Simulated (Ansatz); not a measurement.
**LaCoPO (P4/nmm): SCF with some post-processing from a Python script**

A script is to give an SCF with some post-processing; the system is LaCoPO (P4/nmm).

Computed with the Python package of Ansatz 0.2.0. Level of theory: DFT PBE+U, plane waves, PAW.

## Step 1: Starting point

It takes space group P4/nmm (No. 129, tetragonal). The conventional cell has a = 3.991 Å, b = 3.991 Å, c = 8.265 Å, α = 90.00°, β = 90.00°, γ = 90.00°. La (site symmetry 4mm) has 4 O at 2.36 Å in its first shell of neighbours. Co (site symmetry -4m2) is surrounded by 4 P at 2.22 Å. P (site symmetry 4mm) has 4 Co at 2.22 Å in its first shell of neighbours. O (site symmetry -4m2) has 4 La at 2.36 Å in its first shell of neighbours.

The script reads lacopo.xyz:

```xyz
8
Lattice="3.991256 0.0 0.0 0.0 3.991256 0.0 0.0 0.0 8.264926" Properties=species:S:1:pos:R:3:initial_magmoms:R:1 pbc="T T T"
La    0.00000000    1.99562800    6.99930135  0.00
La    1.99562800    0.00000000    1.26562465  0.00
Co    1.99562800    1.99562800    4.13246300  2.50
Co    0.00000000    0.00000000    4.13246300  2.50
P     1.99562800    0.00000000    5.11077403  0.00
P     0.00000000    1.99562800    3.15415197  0.00
O     0.00000000    0.00000000    0.00000000  0.00
O     1.99562800    1.99562800    0.00000000  0.00
```

## Step 2: The script

The input, report.py:

```python
"""One SCF of LaCoPO and its post-processing."""

from collections import Counter

import ansatz
from ase import Atoms
from ase.io import write
import numpy as np
from pymatgen.core import Structure

cell = ansatz.Crystal.from_extxyz("lacopo.xyz")

base = (
    cell.calculation()
    .functional(ansatz.Functional.PBE)
    .basis(510)
    .kpoints(7, 7, 4)
    .hubbard("Co", "d", u_eff=2.0)
    .spin("collinear")
    .occupations("fermi_dirac", width=0.1)
    .compute(density=True, band_table=True)
    .cutoff_correction(756)
)
session = base.session()
planned = session.plan(threads=1)
result = planned.execute()
r = result.report

for key in ("converged", "n_iterations", "n_electrons", "n_kpoints", "n_pw", "n_symmetry_ops", "free_energy_ev", "fermi_energy_ev"):
    print(f"{key:18s} {r[key]}")

rho = result.density()
up, down = (channel.density_e_per_ang3 for channel in rho.channels)
voxel = rho.cell_volume_ang3 / up.size
print([str(channel.component) for channel in rho.channels], rho.dims)
print(f"integral of up - down {np.sum(up - down) * voxel:.4f}, of its modulus {np.sum(np.abs(up - down)) * voxel:.4f} muB on the grid")
print(f"spin density from {np.min(up - down):.4f} to {np.max(up - down):.4f} e/A^3")

image = Atoms([s.symbol for s in result.lattice.sites], positions=[s.position_ang for s in result.lattice.sites], cell=result.lattice.cell_ang, pbc=True)
write("final.extxyz", image)

# the band energy is the weighted sum of filled levels
eps, occ = np.array(r["eigenvalues_ev"]), np.array(r["occupations"])
wk = np.tile(r["kweights"], len(eps) // len(r["kweights"]))
print(f"sum of w f eps = {wk @ (eps * occ).sum(axis=1):.4f} eV, reported band energy {r['components']['e_band']:.4f} eV")

print("site moments (muB):", [round(m, 2) for m in r["site_moments_mub"]])
print("electrons up, down:", [round(n, 3) for n in r["spin_occupation_sums"]])

# estimate of what a larger basis would gain, without a second SCF
estimate = r.get("cutoff_correction")
if estimate:
    print("towards {} eV the energy would change by {:.2f} meV/atom".format(estimate["reference_ecutwfc_ev"], 1000 * estimate["energy_ev"] / len(result.lattice.sites)))

final = Structure(result.lattice.cell_ang, [s.symbol for s in result.lattice.sites], [s.position_frac for s in result.lattice.sites])
# shortest distances, periodic images included
shortest = {}
for site, neighbours in zip(final, final.get_all_neighbors(5.0)):
    for other in neighbours:
        pair = "-".join(sorted((site.specie.symbol, other.specie.symbol)))
        shortest[pair] = min(shortest.get(pair, 9e9), other.nn_distance)
for pair, distance in sorted(shortest.items(), key=lambda item: item[1]):
    print(f"shortest {pair:6s} {distance:.4f} A")
```

## Step 3: The input behind the calls

The engine receives this input:

```yaml
crystal:
  lattice:
    - [3.991256, 0.0, 0.0]
    - [0.0, 3.991256, 0.0]
    - [0.0, 0.0, 8.264926]
  atoms:
    - { symbol: La, position: [0.0, 0.5, 0.8468679997860838], spin: 0.0 }
    - { symbol: La, position: [0.5, 0.0, 0.153132000213916], spin: 0.0 }
    - { symbol: Co, position: [0.5, 0.5, 0.5], spin: 2.5 }
    - { symbol: Co, position: [0.0, 0.0, 0.5], spin: 2.5 }
    - { symbol: P, position: [0.5, 0.0, 0.6183690005209967], spin: 0.0 }
    - { symbol: P, position: [0.0, 0.5, 0.38163099947900314], spin: 0.0 }
    - { symbol: O, position: [0.0, 0.0, 0.0], spin: 0.0 }
    - { symbol: O, position: [0.5, 0.5, 0.0], spin: 0.0 }
basis:
  ecutwfc: 510.0
kpoints:
  mp_grid:
    grid: [7, 7, 4]
hamiltonian:
  xc: pbe
  hubbard:
    - { species: Co, l: d, u_eff: 2.0 }
magnetization:
  spin_polarized: true
scf:
  occupations:
    method: fermi_dirac
    width: 0.1
output:
  write_density: true
  cutoff_correction: 756.0
  eigenvalues: true
```

## Step 4: The run

The run is started by

```sh
> python report.py
```

Without the output at hand: what should come out? Wanted: free energy; gap on the mesh; moment, net / absolute.

The runs gave:

| quantity | value |
| --- | --- |
| free energy | -25406.6368 eV (-3175.8296 eV/atom) |
| gap on the mesh | none |
| moment, net / absolute | 1.35 / 1.53 μB per cell |

What this shows: Filled and empty levels meet on the mesh: no gap at this level. Reading the output:
- Other magnetic orders than the one started from may lie lower.
- The computed bands are complete only to about 3.1 eV above the Fermi level.
- An absolute Fermi energy rests on an arbitrary zero of the periodic potential and has no direct meaning.
- Densities and potentials on the grid are those of the valence electrons, and inside the cores they hang on the potentials used.
- The structure comes from a database of computed cells and needn't be a stable or known phase.
- Gaps and levels are Kohn-Sham values on a finite set of k-points, without spin-orbit coupling.
